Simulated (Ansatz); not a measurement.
# FH4NO2Sn: the cost of one run

Program: Ansatz 0.2.0. Level of theory: RKS B3LYP-D4/def2-SVP. These are calculated values, not measurements.

### 1 Starting point

Bond lengths: N1–Sn2 2.012 Å, Sn2–O3 1.967 Å, Sn2–O4 1.932 Å, Sn2–F5 1.941 Å, N1–H6 1.116 Å, N1–H7 1.043 Å, O3–H8 1.031 Å, O4–H9 1.032 Å. Angles: N1–Sn2–O3 107.5°, N1–Sn2–O4 112.1°, N1–Sn2–F5 109.4°, O3–Sn2–O4 109.3°, O3–Sn2–F5 110.0°, O4–Sn2–F5 108.5°, Sn2–N1–H6 107.1°, Sn2–N1–H7 109.4°, H6–N1–H7 103.6°, Sn2–O3–H8 104.1°, Sn2–O4–H9 108.1°.

Structure file:

```xyz
9

N    -0.8060    0.3914   -1.4439
Sn    0.2390   -0.1172    0.1979
O     1.0688   -1.8668   -0.1461
O    -0.8826   -0.2408    1.7656
F     1.6119    1.2152    0.5249
H    -1.2536    1.3951   -1.2511
H    -0.1472    0.5643   -2.2340
H     1.6381   -2.0442    0.6949
H    -1.3799    0.6566    1.8747
```

### 2 End point A

Input file input.yaml:

```yaml
crystal:
  periodic: [false, false, false]
  atoms:
    - { symbol: "N", position_ang: [-0.806, 0.3914, -1.4439] }
    - { symbol: Sn, position_ang: [0.239, -0.1172, 0.1979] }
    - { symbol: O, position_ang: [1.0688, -1.8668, -0.1461] }
    - { symbol: O, position_ang: [-0.8826, -0.2408, 1.7656] }
    - { symbol: F, position_ang: [1.6119, 1.2152, 0.5249] }
    - { symbol: H, position_ang: [-1.2536, 1.3951, -1.2511] }
    - { symbol: H, position_ang: [-0.1472, 0.5643, -2.234] }
    - { symbol: H, position_ang: [1.6381, -2.0442, 0.6949] }
    - { symbol: H, position_ang: [-1.3799, 0.6566, 1.8747] }
basis:
  gaussian: { orbitals: def2-SVP }
hamiltonian:
  xc: b3lyp
  dispersion: d4
relax:
  f_tol: 0.015
  max_steps: 40
```

The run is started by

```
ansatz run input.yaml --threads 2 --pin off --max-ram 3072MiB --backend cpu --events-out ev --progress --plain --runs-dir out
```

What time and memory should one allow on 2 threads of Arm Neoverse N1, shared host?

About 3.3 min, with a peak of 0.24 GiB.
